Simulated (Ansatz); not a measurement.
**GaH₂+ (triplet): the correlation ladder at scale of all distances = 1.753, aug-cc-pVTZ**

The task here is to estimate one member of a computed series from the others.

Method: aug-cc-pVTZ, core rule «outside noble gas», up to 14 orbitals frozen; program: Ansatz 0.2.0, Gaussian basis.

Plan: UHF; CCSD(T) on ROHF; CCSD(T) on UHF; BCCD(T) on ROHF; CCSDT(Q) on ROHF; CCSDT(Q) on UHF; CASSCF and NEVPT2, 4 electrons in 6 orbitals; Full CI.

8 further runs of the same task are left out: 6 that didn't finish, 2 set aside as unsound or not needed.

## The geometry

The geometry derives from a PBE0/def2-TZVP stationary point (not a proven minimum). All distances are scaled together. No spin-orbit coupling is included. The filled d shell of Ga may be among the frozen orbitals whatever the setting's name suggests; the logs give the count.

3 atoms, charge 1, spin multiplicity 3.

Atoms are counted from 1 here; the program's logs count them from 0.

No contacts short enough for the rule that draws bonds.

As a file:

```xyz
3

Ga    0.0000    0.0000   -0.0705
H     0.0000    1.8201    2.4384
H     0.0000   -1.8201    2.4384
```

The first run:

in.yaml reads:

```yaml
crystal:
  periodic: [false, false, false]
  atoms:
    - {symbol: Ga, position_ang: [0.000000, 0.000000, -0.070502]}
    - {symbol: H, position_ang: [0.000000, 1.820056, 2.438437]}
    - {symbol: H, position_ang: [0.000000, -1.820056, 2.438437]}
basis:
  gaussian: {orbitals: aug-cc-pVTZ}
total_charge: 1
magnetization: {spin_polarized: true, initial_magnetization: 2}
hamiltonian: {xc: hf}
output: {orbitals: {seedname: orbitals}}
```

On the command line:

```console
$ ansatz run in.yaml --threads 1 --pin off --events-out ev --progress --plain --max-ram 2393MiB
```

Among the steps run: UHF; CCSD(T) on ROHF; CCSD(T) on UHF; BCCD(T) on ROHF; CCSDT(Q) on ROHF; CCSDT(Q) on UHF; CASSCF and NEVPT2, 4 electrons in 6 orbitals; Full CI.

One table of the session follows, with a row left open; its other results are not shown here.

```
        method  from FCI (meV)
          ROHF         +1073.2
           UHF         +1068.3
          RMP2          +312.7
          UMP2          +312.6
         RCCSD               ?
         UCCSD            +6.0
      RCCSD(T)            +1.7
      UCCSD(T)            +1.6
       BCCD(T)            +1.6
        RCCSDT             0.0
        UCCSDT             0.0
     RCCSDT(Q)             0.0
     UCCSDT(Q)             0.0
CASSCF valence          +127.3
NEVPT2 valence           +40.9
           FCI               0
```

Estimate the missing values for RCCSD.

As computed: from FCI (meV): +6.1. In the column «from FCI (meV)» it lies between UCCSD (+6.0) and NEVPT2 valence (+40.9).

Limits of these values: Levels on UHF freeze UHF's core orbitals, full CI those of ROHF, so the U rows can settle a little off it for that reason alone. Restricted and unrestricted rows rest on different reference determinants; where their highest levels disagree by more than a few hundredths of an eV, they describe different states and don't form one ladder.
